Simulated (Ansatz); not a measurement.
# LaBi: the cost of one run

Program: Ansatz 0.2.0. Level of theory: reference: DFT, HSE06, plane waves, PAW. These are calculated values, not measurements.

1 further run of the same task is left out (it didn't finish).

## (1) The starting structure

Symmetry: P6_3/mmc, No. 194, hexagonal system. Conventional cell: a = 5.640 Å, b = 5.640 Å, c = 6.594 Å, α = 90.00°, β = 90.00°, γ = 120.00°. Around La (site symmetry -6m2) lie 5 Bi at 3.26 to 3.30 Å. Bi (site symmetry -6m2) is surrounded by 5 La at 3.26 to 3.30 Å.

Structure file:

```xyz
4
Lattice="5.6397 0.0000 0.0000 -2.8198 4.8841 0.0000 0.0000 0.0000 6.5939" Properties=species:S:1:pos:R:3 pbc="T T T"
La    0.0000    3.2561   -0.4121
La    2.8198    1.6280    2.8849
Bi    0.0000    3.2561    2.8849
Bi    2.8198    1.6280    6.1818
```

## (2) The reference run

File input.yaml:

```yaml
crystal:
  lattice:
    - [5.6396865427, 0.0, 0.0]
    - [-2.8198432714, 4.8841118153, 0.0]
    - [0.0, 0.0, 6.5939480432]
  atoms:
    - { symbol: La, position: [0.3333333333, 0.6666666667, -0.0625] }
    - { symbol: La, position: [0.6666666667, 0.3333333333, 0.4375] }
    - { symbol: Bi, position: [0.3333333333, 0.6666666667, 0.4375] }
    - { symbol: Bi, position: [0.6666666667, 0.3333333333, 0.9375] }
kpoints:
  mp_grid: { grid: [3, 3, 2] }
hamiltonian:
  xc: hse06
scf:
  occupations: { method: fermi_dirac, width: 0.02 }
  n_extra_bands: 5
output:
  forces: true
  stress: true
  eigenvalues: true
```

The run is started by

```sh
$ ansatz run input.yaml --threads 4 --pin off --max-ram 3686MiB --backend cpu --events-out ev --progress --plain --runs-dir out
```

**Question.** How long does this run take on 4 threads of Arm Neoverse N1, shared host, and how much memory does it need?

About 45 s, with a peak of 1.5 GiB.
